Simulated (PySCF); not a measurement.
# SbCl₆−: NMR shieldings, part 2 of 2

PySCF 2.14.0. Atoms count from 0.

## Step 6: NMR shieldings: PBE0/pcSseg-1 Sb:us-x2c-TZVPall-2c in dichloromethane, spin–orbit

Job settings and geometry (Å):

```
{"job": {"xc": "PBE0", "basis": {"default": "pcSseg-1", "Sb": "us-x2c-TZVPall-2c"}, "rel": "so", "solvent": "dichloromethane", "kind": "hnmr"}, "charge": -1, "multiplicity": 1}
Sb     0.000740    -0.003150     0.001110
Cl    -0.021660    -0.008780     2.420330
Cl     0.021320     0.013060    -2.418670
Cl     2.419430     0.009430     0.020560
Cl    -2.419590    -0.005060    -0.021780
Cl    -0.006910     2.416280     0.009640
Cl     0.006670    -2.421790    -0.011180
```

With the program's defaults for keys left out, this is: PBE0/pcSseg-1 Sb:us-x2c-TZVPall-2c GIAO NMR shielding, X2C with spin-orbit coupling, screened-nuclear two-electron part, Gaussian nuclei, IEF-PCM dichloromethane.

Output:

```text
spin-free SCF
coarse grid: 45928 points
cycle   1  E = -9248.3899919967  dE =  1.221e-01  |g| = 7.200e-01  |ddm| = 1.408e+01
cycle   2  E = -9248.2433309815  dE =  1.467e-01  |g| = 1.133e+00  |ddm| = 2.225e+00
cycle   3  E = -9248.5158635328  dE = -2.725e-01  |g| = 1.030e-01  |ddm| = 1.351e+00
cycle   4  E = -9248.5176725649  dE = -1.809e-03  |g| = 2.566e-02  |ddm| = 1.341e-01
cycle   5  E = -9248.5178057119  dE = -1.331e-04  |g| = 4.393e-03  |ddm| = 3.391e-02
cycle   6  E = -9248.5178105445  dE = -4.833e-06  |g| = 7.607e-04  |ddm| = 5.924e-03
final grid: 84520 points
cycle   7  E = -9248.5160327701  dE = -7.366e-07  |g| = 1.358e-03  |ddm| = 2.385e-03
cycle   8  E = -9248.5160326711  dE =  9.901e-08  |g| = 8.894e-04  |ddm| = 1.939e-03
cycle   9  E = -9248.5160328163  dE = -1.453e-07  |g| = 5.855e-04  |ddm| = 1.837e-03
cycle  10  E = -9248.5160328977  dE = -8.139e-08  |g| = 1.100e-04  |ddm| = 7.109e-04
cycle  11  E = -9248.5160328987  dE = -9.695e-10  |g| = 3.133e-06  |ddm| = 7.603e-05
converged SCF energy = -9248.5160328987
two-component SCF
cycle   1  E = -9247.7796794892  dE = -9.248e+03  |FDS-SDF| = 4.859e+01
cycle   2  E = -9249.4599476763  dE = -1.680e+00  |FDS-SDF| = 3.453e-01
cycle   3  E = -9249.4604850167  dE = -5.373e-04  |FDS-SDF| = 1.003e-02
cycle   4  E = -9249.4605039484  dE = -1.893e-05  |FDS-SDF| = 4.985e-03
cycle   5  E = -9249.4605083657  dE = -4.417e-06  |FDS-SDF| = 1.916e-03
cycle   6  E = -9249.4605106468  dE = -2.281e-06  |FDS-SDF| = 8.866e-04
cycle   7  E = -9249.4605117563  dE = -1.110e-06  |FDS-SDF| = 3.641e-04
cycle   8  E = -9249.4605120414  dE = -2.851e-07  |FDS-SDF| = 1.091e-04
cycle   9  E = -9249.4605120627  dE = -2.123e-08  |FDS-SDF| = 1.808e-05
converged, E = -9249.4605120627

Field gradients (au) and densities at the nuclei (bohr^-3)
atom        Vxx        Vyy        Vzz        centre      nuclear mean
  0 Sb    -0.0026    -0.0322     0.0347     190763.577     189327.602
  1 Cl    -1.4267    -1.4270     2.8537       2817.222       2817.171
  2 Cl    -1.4254    -1.4258     2.8512       2817.221       2817.170
  3 Cl    -1.4263    -1.4267     2.8529       2817.222       2817.170
  4 Cl    -1.4258    -1.4263     2.8521       2817.221       2817.170
  5 Cl    -1.4246    -1.4247     2.8493       2817.220       2817.169
  6 Cl    -1.4283    -1.4284     2.8566       2817.223       2817.172
without picture change
  0 Sb                           0.0367                    394833.867

Core orbital energies (eV)
atom   shell        mean    spread
  0 Sb 1s       -30346.638   0.000
  0 Sb 2s        -4643.936   0.000
  0 Sb 3s         -922.959   0.000
  0 Sb 4s         -158.339   0.000
  0 Sb 5s          -21.639   0.000
  0 Sb 2p1/2     -4341.447   0.000
  0 Sb 2p3/2     -4090.137   0.002
  0 Sb 3p1/2      -799.148   0.000
  0 Sb 3p3/2      -752.290   0.028
  0 Sb 4p1/2      -115.952   0.000
  0 Sb 4p3/2      -107.259   0.002
  0 Sb 3d3/2      -534.182   0.000
  0 Sb 3d5/2      -524.619   0.000
  0 Sb 4d3/2       -39.732   0.000
  0 Sb 4d5/2       -38.471   0.067
  1 Cl 1s        -2776.837   0.000
  1 Cl 2s         -260.525   0.000
  1 Cl 3s          -22.249   0.000
  1 Cl 2p1/2      -198.367   0.000
  1 Cl 2p3/2      -196.683   0.126
  2 Cl 1s        -2776.829   0.000
  2 Cl 2s         -260.517   0.000
  2 Cl 3s          -22.241   0.000
  2 Cl 2p1/2      -198.359   0.000
  2 Cl 2p3/2      -196.675   0.126
  3 Cl 1s        -2776.836   0.000
  3 Cl 2s         -260.525   0.000
  3 Cl 3s          -22.250   0.000
  3 Cl 2p1/2      -198.367   0.000
  3 Cl 2p3/2      -196.683   0.126
  4 Cl 1s        -2776.830   0.000
  4 Cl 2s         -260.518   0.000
  4 Cl 3s          -22.240   0.000
  4 Cl 2p1/2      -198.360   0.000
  4 Cl 2p3/2      -196.676   0.126
  5 Cl 1s        -2776.823   0.000
  5 Cl 2s         -260.512   0.000
  5 Cl 3s          -22.238   0.000
  5 Cl 2p1/2      -198.354   0.000
  5 Cl 2p3/2      -196.669   0.126
  6 Cl 1s        -2776.846   0.000
  6 Cl 2s         -260.534   0.000
  6 Cl 3s          -22.257   0.000
  6 Cl 2p1/2      -198.376   0.000
  6 Cl 2p3/2      -196.692   0.126

Shielding tensors (ppm)
atom      isotropic    diamagn.    paramagn.     s11        s22        s33       span
  0 Sb     4133.14     4851.00     -717.86    4132.76    4133.31    4133.34       0.59
  1 Cl      206.23     1121.72     -915.49    -182.39    -181.96     983.05    1165.45
  2 Cl      204.36     1121.73     -917.37    -185.25    -184.59     982.92    1168.18
  3 Cl      206.35     1121.72     -915.37    -182.17    -181.61     982.83    1164.99
  4 Cl      204.16     1121.73     -917.57    -185.59    -185.07     983.15    1168.74
  5 Cl      202.92     1121.74     -918.82    -186.95    -186.76     982.47    1169.43
  6 Cl      207.57     1121.71     -914.15    -180.31    -180.12     983.13    1163.44
```

Wall time 7.9 min (1 thread of Arm Neoverse V2, shared host); peak memory 1.8 GiB.

In short:

```
                       quantity       value
energy from spin-orbit coupling  -0.9445 Eh
```

## Step 7: NMR shieldings: PBE0/pcSseg-1 Sb:us-x2c-TZVPall-2c in dichloromethane, spin-free

Job settings and geometry (Å):

```
{"job": {"xc": "PBE0", "basis": {"default": "pcSseg-1", "Sb": "us-x2c-TZVPall-2c"}, "rel": "sf", "solvent": "dichloromethane", "kind": "hnmr"}, "charge": -1, "multiplicity": 1}
Sb     0.000740    -0.003150     0.001110
Cl    -0.021660    -0.008780     2.420330
Cl     0.021320     0.013060    -2.418670
Cl     2.419430     0.009430     0.020560
Cl    -2.419590    -0.005060    -0.021780
Cl    -0.006910     2.416280     0.009640
Cl     0.006670    -2.421790    -0.011180
```

Method: PBE0/pcSseg-1 Sb:us-x2c-TZVPall-2c GIAO NMR shielding, spin-free X2C, Gaussian nuclei, IEF-PCM dichloromethane.

Output:

```text
spin-free SCF
coarse grid: 45928 points
cycle   1  E = -9248.3899919967  dE =  1.221e-01  |g| = 7.200e-01  |ddm| = 1.408e+01
cycle   2  E = -9248.2433309815  dE =  1.467e-01  |g| = 1.133e+00  |ddm| = 2.225e+00
cycle   3  E = -9248.5158635328  dE = -2.725e-01  |g| = 1.030e-01  |ddm| = 1.351e+00
cycle   4  E = -9248.5176725649  dE = -1.809e-03  |g| = 2.566e-02  |ddm| = 1.341e-01
cycle   5  E = -9248.5178057119  dE = -1.331e-04  |g| = 4.393e-03  |ddm| = 3.391e-02
cycle   6  E = -9248.5178105445  dE = -4.833e-06  |g| = 7.607e-04  |ddm| = 5.924e-03
final grid: 84520 points
cycle   7  E = -9248.5160327701  dE = -7.366e-07  |g| = 1.358e-03  |ddm| = 2.385e-03
cycle   8  E = -9248.5160326711  dE =  9.901e-08  |g| = 8.894e-04  |ddm| = 1.939e-03
cycle   9  E = -9248.5160328163  dE = -1.453e-07  |g| = 5.855e-04  |ddm| = 1.837e-03
cycle  10  E = -9248.5160328977  dE = -8.139e-08  |g| = 1.100e-04  |ddm| = 7.109e-04
cycle  11  E = -9248.5160328987  dE = -9.695e-10  |g| = 3.133e-06  |ddm| = 7.603e-05
converged SCF energy = -9248.5160328987
check of the scalar solution
cycle   1  E = -9248.5160328987  dE = -9.249e+03  |FDS-SDF| = 4.957e+00
cycle   2  E = -9248.5172316499  dE = -1.199e-03  |FDS-SDF| = 3.377e-03
cycle   3  E = -9248.5172316510  dE = -1.022e-09  |FDS-SDF| = 8.681e-05
converged, E = -9248.5172316510

Field gradients (au) and densities at the nuclei (bohr^-3)
atom        Vxx        Vyy        Vzz        centre      nuclear mean
  0 Sb    -0.0026    -0.0320     0.0345     190644.652     189208.676
  1 Cl    -1.4264    -1.4267     2.8531       2817.237       2817.186
  2 Cl    -1.4251    -1.4256     2.8507       2817.236       2817.185
  3 Cl    -1.4260    -1.4264     2.8523       2817.237       2817.186
  4 Cl    -1.4256    -1.4260     2.8515       2817.237       2817.185
  5 Cl    -1.4243    -1.4244     2.8487       2817.236       2817.184
  6 Cl    -1.4280    -1.4281     2.8561       2817.239       2817.187
without picture change
  0 Sb                           0.0366                    394848.658

Core orbital energies (eV)
atom   shell        mean    spread
  0 Sb 1s       -30348.351   0.000
  0 Sb 2s        -4644.285   0.000
  0 Sb 3s         -923.049   0.000
  0 Sb 4s         -158.366   0.000
  0 Sb 5s          -21.642   0.000
  0 Sb 2p        -4170.794   0.002
  0 Sb 3p         -767.374   0.048
  0 Sb 4p         -110.062   0.004
  0 Sb 3d         -528.486   0.001
  0 Sb 4d          -38.989   0.111
  1 Cl 1s        -2776.836   0.000
  1 Cl 2s         -260.525   0.000
  1 Cl 3s          -22.249   0.000
  1 Cl 2p         -197.244   0.198
  2 Cl 1s        -2776.828   0.000
  2 Cl 2s         -260.517   0.000
  2 Cl 3s          -22.242   0.000
  2 Cl 2p         -197.235   0.197
  3 Cl 1s        -2776.835   0.000
  3 Cl 2s         -260.524   0.000
  3 Cl 3s          -22.250   0.000
  3 Cl 2p         -197.243   0.198
  4 Cl 1s        -2776.828   0.000
  4 Cl 2s         -260.517   0.000
  4 Cl 3s          -22.241   0.000
  4 Cl 2p         -197.236   0.197
  5 Cl 1s        -2776.822   0.000
  5 Cl 2s         -260.511   0.000
  5 Cl 3s          -22.239   0.000
  5 Cl 2p         -197.230   0.197
  6 Cl 1s        -2776.845   0.000
  6 Cl 2s         -260.534   0.000
  6 Cl 3s          -22.258   0.000
  6 Cl 2p         -197.252   0.198

Shielding tensors (ppm)
atom      isotropic    diamagn.    paramagn.     s11        s22        s33       span
  0 Sb     2464.85     5269.90    -2805.05    2464.79    2464.84    2464.92       0.13
  1 Cl      194.89     1139.34     -944.45    -204.36    -203.93     992.95    1197.32
  2 Cl      192.99     1139.35     -946.36    -207.28    -206.62     992.86    1200.14
  3 Cl      195.01     1139.34     -944.33    -204.12    -203.57     992.73    1196.85
  4 Cl      192.78     1139.34     -946.56    -207.63    -207.12     993.08    1200.71
  5 Cl      191.54     1139.36     -947.82    -209.01    -208.82     992.43    1201.44
  6 Cl      196.23     1139.33     -943.10    -202.24    -202.06     992.99    1195.23
```

Run time: 2.2 min. Hardware: 1 thread of Arm Neoverse V2, shared host; peak memory 1.4 GiB.

## Step 8: Shieldings side by side

```
                                                                      run     Sb0    Cl5    Cl2    Cl4    Cl3    Cl1    Cl6     time
                   step 2, PBE0/pcSseg-1 Sb:us-x2c-TZVPall-2c, spin–orbit  4149.3  195.9  197.8  197.7  200.5  200.5  202.6  9.8 min
                    step 3, PBE0/pcSseg-1 Sb:us-x2c-TZVPall-2c, spin-free  2461.9  183.9  185.8  185.7  188.6  188.5  190.7  2.1 min
          step 4, PBE0/pcSseg-1 Sb:us-x2c-TZVPall-2c in water, spin–orbit  4129.9  204.3  205.6  205.4  207.5  207.4  208.6  7.8 min
           step 5, PBE0/pcSseg-1 Sb:us-x2c-TZVPall-2c in water, spin-free  2465.5  193.1  194.4  194.2  196.3  196.1  197.4  2.1 min
step 6, PBE0/pcSseg-1 Sb:us-x2c-TZVPall-2c in dichloromethane, spin–orbit  4133.1  202.9  204.4  204.2  206.3  206.2  207.6  7.9 min
 step 7, PBE0/pcSseg-1 Sb:us-x2c-TZVPall-2c in dichloromethane, spin-free  2464.9  191.5  193.0  192.8  195.0  194.9  196.2  2.2 min
```

## Step 9: Results

What follows sums up all 2 parts.

```
                                                                                                   quantity                                                                             value
                   energy from spin-orbit coupling (step 2, PBE0/pcSseg-1 Sb:us-x2c-TZVPall-2c, spin–orbit)                                                                        -0.9445 Eh
                                        shieldings (step 2, PBE0/pcSseg-1 Sb:us-x2c-TZVPall-2c, spin–orbit)  Sb0 4149.3, Cl1 200.5, Cl2 197.8, Cl3 200.5, Cl4 197.7, Cl5 195.9, Cl6 202.6 ppm
                                         shieldings (step 3, PBE0/pcSseg-1 Sb:us-x2c-TZVPall-2c, spin-free)  Sb0 2461.9, Cl1 188.5, Cl2 185.8, Cl3 188.6, Cl4 185.7, Cl5 183.9, Cl6 190.7 ppm
          energy from spin-orbit coupling (step 4, PBE0/pcSseg-1 Sb:us-x2c-TZVPall-2c in water, spin–orbit)                                                                        -0.9445 Eh
                               shieldings (step 4, PBE0/pcSseg-1 Sb:us-x2c-TZVPall-2c in water, spin–orbit)  Sb0 4129.9, Cl1 207.4, Cl2 205.6, Cl3 207.5, Cl4 205.4, Cl5 204.3, Cl6 208.6 ppm
                                shieldings (step 5, PBE0/pcSseg-1 Sb:us-x2c-TZVPall-2c in water, spin-free)  Sb0 2465.5, Cl1 196.1, Cl2 194.4, Cl3 196.3, Cl4 194.2, Cl5 193.1, Cl6 197.4 ppm
energy from spin-orbit coupling (step 6, PBE0/pcSseg-1 Sb:us-x2c-TZVPall-2c in dichloromethane, spin–orbit)                                                                        -0.9445 Eh
                     shieldings (step 6, PBE0/pcSseg-1 Sb:us-x2c-TZVPall-2c in dichloromethane, spin–orbit)  Sb0 4133.1, Cl1 206.2, Cl2 204.4, Cl3 206.3, Cl4 204.2, Cl5 202.9, Cl6 207.6 ppm
                      shieldings (step 7, PBE0/pcSseg-1 Sb:us-x2c-TZVPall-2c in dichloromethane, spin-free)  Sb0 2464.9, Cl1 194.9, Cl2 193.0, Cl3 195.0, Cl4 192.8, Cl5 191.5, Cl6 196.2 ppm
```

In words: A contracted two-component basis is stiff near heavy nuclei, so the absolute shieldings of the heavy atoms from it are rough. A continuum can't give the shift that close solvent molecules cause at an ion. Sb0 moves most between the runs, by 1687 ppm; the labels say what changes from run to run.
